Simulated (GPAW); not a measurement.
Crystal: Ti3Se.

```
Se Ti
1.0
     3.19745    0.00000    0.00000
    -1.59872    2.76907    0.00000
     0.00000    0.00000    7.94275
Se Ti
1 3
Direct
  0.00000 0.00000 0.00000
  0.66667 0.33333 0.50000
  0.33333 0.66667 0.77290
  0.33333 0.66667 0.22710
```

The cell comes from a database or a generator and needn't be the stable form of this composition.

Base run:

* Program: GPAW 26.7.0
* Functional: PBEsol
* Potentials or basis: PAW data sets generated in the run's folder for this functional
* Cutoff: 600 eV
* Basis: pw
* k mesh: 7 × 7 × 3
* Occupations: fermi-dirac, width 0.05 eV
* Spin: no spin polarisation
* Hubbard terms: Ti d U = 8 eV

Its results: pressure 5.0 GPa; largest force 0.311 eV/Å.

**Question.** After a change of settings the same cell gave: pressure 2.3 GPa; largest force 0.245 eV/Å. Which change was it?
A. hubbard terms from Ti d U = 8 eV to Ti d U = 2 eV
B. hubbard terms from Ti d U = 8 eV to none
C. hubbard terms from Ti d U = 8 eV to Ti d U = 6 eV

**Answer.** C.

Caveats: U without spin polarisation on a metal has little footing.

Not every run made on this cell is shown here.
